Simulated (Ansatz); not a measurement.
# C2H7AlO: the cost of one run

Program: Ansatz 0.2.0. Level of theory: RKS LDA/STO-3G. These are calculated values, not measurements.

### 1 Starting point

Bond lengths: C1–C2 1.458 Å, C2–Al3 1.990 Å, Al3–O4 1.781 Å, C1–H5 1.138 Å, C1–H6 1.161 Å, C1–H7 1.136 Å, C2–H8 1.072 Å, C2–H9 1.152 Å, Al3–H10 1.634 Å, O4–H11 1.020 Å. Angles (14 of 16 angles, heavy atoms first): C1–C2–Al3 109.8°, C2–Al3–O4 123.6°, C1–C2–H8 111.6°, C1–C2–H9 109.9°, Al3–C2–H8 108.2°, Al3–C2–H9 110.4°, C2–C1–H5 113.6°, C2–C1–H6 111.6°, C2–C1–H7 113.0°, C2–Al3–H10 118.4°, O4–Al3–H10 118.0°, Al3–O4–H11 105.2°, H8–C2–H9 106.9°, H5–C1–H6 105.6°.

Coordinates:

```xyz
11

C    -0.9266    1.1268    0.0983
C    -0.0402    0.2370    0.8393
Al    1.1099   -0.7770   -0.4287
O     0.4716   -1.8675   -1.6834
H    -1.6289    0.5825   -0.6132
H    -1.6140    1.7354    0.8095
H    -0.3661    1.9137   -0.4994
H    -0.5917   -0.4683    1.4286
H     0.6079    0.8485    1.5698
H     2.7317   -0.6318   -0.2920
H     0.3117   -2.7563   -1.2083
```

### 2 Relaxing the start

Contents of input.yaml:

```yaml
crystal:
  periodic: [false, false, false]
  atoms:
    - { symbol: C, position_ang: [-0.9266, 1.1268, 0.0983] }
    - { symbol: C, position_ang: [-0.0402, 0.237, 0.8393] }
    - { symbol: Al, position_ang: [1.1099, -0.777, -0.4287] }
    - { symbol: O, position_ang: [0.4716, -1.8675, -1.6834] }
    - { symbol: H, position_ang: [-1.6289, 0.5825, -0.6132] }
    - { symbol: H, position_ang: [-1.614, 1.7354, 0.8095] }
    - { symbol: H, position_ang: [-0.3661, 1.9137, -0.4994] }
    - { symbol: H, position_ang: [-0.5917, -0.4683, 1.4286] }
    - { symbol: H, position_ang: [0.6079, 0.8485, 1.5698] }
    - { symbol: H, position_ang: [2.7317, -0.6318, -0.292] }
    - { symbol: H, position_ang: [0.3117, -2.7563, -1.2083] }
basis:
  gaussian: { orbitals: STO-3G }
hamiltonian:
  xc: lda
relax:
  f_tol: 0.02
  max_steps: 40
scf:
  lower_state_search: "off"
```

Run with:

```bash
ansatz run input.yaml --threads 1 --pin off --max-ram 2048MiB --backend cpu --events-out ev --progress --plain --runs-dir out
```

Q: Estimate wall time and peak memory on 1 thread of Arm Neoverse V2, shared host.

About 11 s, with a peak of 0.11 GiB.
